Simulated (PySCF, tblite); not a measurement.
# C4H13AlSSi: geometry, infrared bands and NMR shifts

Aim: predict the infrared bands and NMR shifts of C4H13AlSSi (`C=C[CH2][AlH2-][S@+](C)[SiH3]`).

The runs use tblite 0.8.0 and PySCF 2.14.0, with density-fitted response routines of our own; the level of theory stands in each step. All values are computed, except where a source is named. Atoms are numbered from 0 throughout.

### Step 1. The molecule as given

20 atoms, charge 0, multiplicity 1; geometry from: force field or distance geometry start.

Bonds of the start (Å): C0–C1 1.33, C1–C2 1.50, C2–Al3 1.97, Al3–S4 2.23, S4–C5 1.76, S4–Si6 2.12, C0–H7 1.11, C0–H8 1.09, C1–H9 1.09, C2–H10 1.09, C2–H11 1.12, Al3–H12 1.59, Al3–H13 1.61, C5–H14 1.11, C5–H15 1.12, C5–H16 1.09, Si6–H17 1.49, Si6–H18 1.48, Si6–H19 1.47.

### Step 2. Geometry optimisation with GFN2-xTB

The job: settings as JSON, then the geometry in Å.

```
{"job": {"kind": "relax", "xc": "GFN2-xTB", "basis": "xTB"}, "charge": 0, "multiplicity": 1}
C     -3.582400     0.370100     0.521300
C     -2.880700    -0.435600    -0.274900
C     -1.603600     0.011300    -0.928600
Al    -0.100500    -1.116100    -0.336800
S      1.560200     0.085600     0.530500
C      1.475700     1.767900     0.030300
Si     3.441500    -0.798500     0.118100
H     -3.264800     1.415400     0.710500
H     -4.491800    -0.013600     0.979700
H     -3.174200    -1.468600    -0.458000
H     -1.471200     1.080800    -0.764100
H     -1.783100    -0.175800    -2.013200
H      0.510700    -1.944100    -1.547600
H     -0.626500    -2.131200     0.790900
H      1.154500     2.467700     0.832500
H      2.502000     2.081800    -0.292900
H      0.806100     1.904500    -0.818800
H      3.355500    -1.362200    -1.254000
H      3.649300    -1.913200     1.074600
H      4.517900     0.184500     0.278200
```

On the command line:

```
$ OMP_NUM_THREADS=1 python probes_run.py task.json out
```

One launch serves the whole session: the jobs run in the order shown.

**Question.** This job is followed by: GFN2-xTB harmonic vibrations, gas phase; GIAO PBE0/pcSseg-1 NMR shielding, non-relativistic, gas phase. What will the session give for the following? strongest single infrared mode (GFN2-xTB); zero-point energy (GFN2-xTB); 13C shifts against TMS (PBE0/pcSseg-1); 1H shifts against TMS (PBE0/pcSseg-1, means over atoms taken as alike); 27Al shifts against AlH4- (PBE0/pcSseg-1); 33S shifts against CS2 (PBE0/pcSseg-1); 29Si shifts against TMS (PBE0/pcSseg-1).

As calculated:

| quantity | value |
| --- | --- |
| strongest single infrared mode (GFN2-xTB) | 783 cm⁻¹, 650 km/mol |
| zero-point energy (GFN2-xTB) | 89.6 kcal/mol |
| 13C shifts against TMS (PBE0/pcSseg-1) | 151.0, 112.9, 26.7, 26.2 ppm |
| 1H shifts against TMS (PBE0/pcSseg-1, means over atoms taken as alike) | 6.51, 5.17, 4.93, 4.72, 4.43, 4.33, 2.56, 1.83, 1.73 ppm |
| 27Al shifts against AlH4- (PBE0/pcSseg-1) | 95.3 ppm |
| 33S shifts against CS2 (PBE0/pcSseg-1) | -220 ppm |
| 29Si shifts against TMS (PBE0/pcSseg-1) | -33.7 ppm |

What this shows: The optimisation took 217 steps and gained 1.025 eV; among the close pairs (by a distance rule), Al3–S4 changed most, from 2.226 to 2.461 Å. The lowest mode is slightly imaginary (12i cm⁻¹), a soft motion within the noise of the Hessian, so the minimum is not strictly shown. The strongest single mode, at 783 cm⁻¹, moves mainly H12 and H13. GFN2-xTB is a fitted tight-binding method: band positions and strengths are rough. Its intensities can rank the bands wrongly. C1 (alkene CH) lies farthest downfield among carbon, at 151.0 ppm; as expected for a trigonal carbon in a double bond. The most deshielded hydrogen is H9 (hydrogen on an alkene CH), at 6.51 ppm: a vinylic proton, deshielded by the sp2 carbon and the C=C anisotropy.
